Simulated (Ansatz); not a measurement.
# WCl (doublet): from Hartree-Fock to the top rungs, def2-QZVPP

An exercise on one series of results from a longer session: the logs are not shown, and one member is left open.

The runs use Ansatz 0.2.0, Gaussian basis; def2-QZVPP, core rule «outside noble gas», up to 9 orbitals frozen.

Plan: UHF; ROHF; CCSD(T) on UHF.

## The system

The geometry is a PBE0/def2-TZVP stationary point (not a proven minimum) of the parent state, kept for this charge and spin. No spin-orbit coupling is included. Elements past krypton take def2 core potentials.

2 atoms, charge 0, spin multiplicity 2.

Atoms are counted from 1 here; the program's logs count them from 0.

Bond lengths: W1–Cl2 2.233 Å.

Set-up of the first run:

in.yaml reads:

```yaml
crystal:
  periodic: [false, false, false]
  atoms:
    - {symbol: W, position_ang: [0.000000, 0.000000, 0.000000]}
    - {symbol: Cl, position_ang: [0.000000, 0.000000, 2.233000]}
basis:
  gaussian: {orbitals: "def2-QZVPP.json"}
magnetization: {spin_polarized: true, initial_magnetization: 1}
hamiltonian: {xc: hf}
output: {orbitals: {seedname: orbitals}}
```

Run with:

```console
$ ansatz run in.yaml --threads 1 --pin off --events-out ev --progress --plain --max-ram 2560MiB --backend cpu
```

Among the steps run: UHF; ROHF; CCSD(T) on UHF.

One of the session's tables, all rows but one given; the rest of the session is left out.

```
  method  from UCCSD(T) (meV)
    ROHF             +12179.1
     UHF             +10756.2
    UMP2                    ?
   UCCSD               +857.3
UCCSD(T)                    0
```

Estimate the missing values for UMP2.

The run gave: from UCCSD(T) (meV): +1820.1. In the column «from UCCSD(T) (meV)» it lies between UCCSD (+857.3) and UHF (+10756.2).

The program flags UCCSD(T) as in doubt (see the logs), so the zero of the table is itself unsure.

Limits of these values: The determinant is far from a pure spin state, so its energy mixes those of several spin states (harmless only where they are near-degenerate, as at dissociation). The program flags UCCSD(T) as in doubt, so the zero of the table is itself unsure.
